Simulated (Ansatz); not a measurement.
# Al2H7NO: the cost of one run

Method: RKS CAM-B3LYP-D4/def2-SVP, in Ansatz 0.2.0.

## 1. The starting structure

Bond lengths: Al1–N2 2.270 Å, N2–H3 1.060 Å, N2–H4 1.060 Å, Al1–H5 1.560 Å, Al1–H6 1.560 Å, Al1–O7 2.080 Å, O7–Al8 1.780 Å, Al8–H9 1.560 Å, Al8–H10 1.560 Å. Angles: Al1–N2–H3 120.0°, Al1–N2–H4 120.0°, H3–N2–H4 120.0°, N2–Al1–H5 120.0°, N2–Al1–H6 120.0°, N2–Al1–O7 71.6°, H5–Al1–H6 120.0°, H5–Al1–O7 105.4°, H6–Al1–O7 92.8°, Al1–O7–Al8 125.0°, O7–Al8–H9 120.0°, O7–Al8–H10 120.0°, H9–Al8–H10 120.0°.

Structure file:

```xyz
11

Al    0.0000    0.0000    0.0000
N     0.0000    0.0000    2.2700
H    -0.8770   -0.2713    2.8000
H     0.8770    0.2713    2.8000
H     1.3510    0.0000   -0.7800
H    -1.3510    0.0000   -0.7800
O    -0.2602    1.9567    0.6559
Al   -1.7608    2.8990    0.4873
H    -3.0134    2.2572   -0.1857
H    -1.8235    4.3665    1.0126
H    -0.1672    1.2578    1.8121
```

## 2. A restrained relaxation towards end A

Springs on the bonds that form and break draw the guess towards this end; the thresholds are loose.

input.yaml reads:

```yaml
crystal:
  periodic: [false, false, false]
  atoms:
    - { symbol: Al, position_ang: [0.0, 0.0, 0.0] }
    - { symbol: "N", position_ang: [0.0, 0.0, 2.27] }
    - { symbol: H, position_ang: [-0.877, -0.2713, 2.8] }
    - { symbol: H, position_ang: [0.877, 0.2713, 2.8] }
    - { symbol: H, position_ang: [1.351, 0.0, -0.78] }
    - { symbol: H, position_ang: [-1.351, 0.0, -0.78] }
    - { symbol: O, position_ang: [-0.2602, 1.9567, 0.6559] }
    - { symbol: Al, position_ang: [-1.7608, 2.899, 0.4873] }
    - { symbol: H, position_ang: [-3.0134, 2.2572, -0.1857] }
    - { symbol: H, position_ang: [-1.8235, 4.3665, 1.0126] }
    - { symbol: H, position_ang: [-0.1672, 1.2578, 1.8121] }
basis:
  gaussian: { orbitals: def2-SVP }
hamiltonian:
  xc: cam_b3lyp
  dispersion: d4
relax:
  f_tol: 0.15
  max_steps: 25
  restrain:
    - { distance: [0, 6], at: 2.98, k: 30.0 }
    - { distance: [10, 1], at: 2.26, k: 30.0 }
    - { distance: [0, 1], at: 1.92, k: 30.0 }
    - { distance: [10, 6], at: 1.01, k: 30.0 }
```

The run is started by

```sh
$ ansatz run input.yaml --threads 4 --pin off --max-ram 5120MiB --backend cpu --events-out ev --progress --plain --runs-dir out
```

What time and memory should one allow on 4 threads of Arm Neoverse V2, shared host?

About 20 s, with a peak of 0.24 GiB.
